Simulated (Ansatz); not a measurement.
Predict the output of the script below (Ansatz 0.2.0 through its Python package).

The script reads `POSCAR_tl3zn`:
```text
Tl3Zn
1.0
   4.80098900    0.00000000    0.00000000
   0.00000000    4.80098900    0.00000000
   0.00000000    0.00000000    4.80098900
Zn Tl
1 3
Direct
   0.00000000    0.00000000    0.00000000
   0.50000000    0.00000000    0.50000000
   0.50000000    0.50000000    0.00000000
   0.00000000    0.50000000    0.50000000
```

Script `run_dfpt.py`:
```python
# -*- coding: utf-8 -*-
"""DFPT phonons of Tl3Zn."""

from dataclasses import dataclass
from pathlib import Path

import ansatz
from ase.io import read
import numpy as np


@dataclass
class Settings:
    functional: str = "pbesol"
    filling: str = "Marzari-Vanderbilt"
    smearing_width: float = 0.1
    kgrid: tuple[int, ...] = (6, 6, 6)


opts = Settings()


def main():
    atoms = read("POSCAR_tl3zn", format="vasp")
    crystal = ansatz.Crystal.from_ase(atoms)

    base = (
        crystal.calculation()
        .functional(opts.functional)
        .occupations(opts.filling, width=opts.smearing_width)
        .kpoints(*opts.kgrid)
        .phonons("dfpt", points=[(0, 0, 0), (0.5, 0, 0.5)])
    )
    res = base.run(threads=1, runs_dir="runs")
    ph = res.phonons

    for q in ph.qpoints:
        print("q =", np.round(q.q_frac, 3), "1/cm:", " ".join(f"{w:.1f}" for w in q.omega_inv_cm))


if __name__ == "__main__":
    main()
```

```console
$ python run_dfpt.py
DeckWarning: basis.ecutwfc = 420 eV, auto-derived from the records' recommended cutoffs: set by Zn (normal level)
q = [0. 0. 0.] 1/cm: -0.0 0.0 0.0 33.3 33.3 33.3 40.3 40.3 40.3 80.8 80.8 80.8
q = [0.5 0.  0.5] 1/cm: -29.2 27.4 27.4 32.8 35.0 35.0 46.6 55.9 55.9 57.9 63.5 75.7
```
(Warnings from the package without file and line.)

Notes:
- The cell isn't relaxed first, so the values belong to this volume.
- The mesh is modest for a metal, so energies can be off by several to tens of meV an atom and pressures by half a GPa or more; differences at equal mesh fare better.
- A negative frequency stands for an imaginary mode.
- Spin-orbit coupling, which matters for elements this heavy, is left out.
- This cell is a computed structure, which may not be the phase found in nature.
- The structure is taken as given; imaginary modes can come from an unrelaxed or unstable start. Phonons of metals also depend on mesh and smearing.
- Timing: 100 s on 1 thread of Intel(R) Xeon(R) 6975P-C (Granite Rapids) (shared host), peak memory 1.1 GiB.
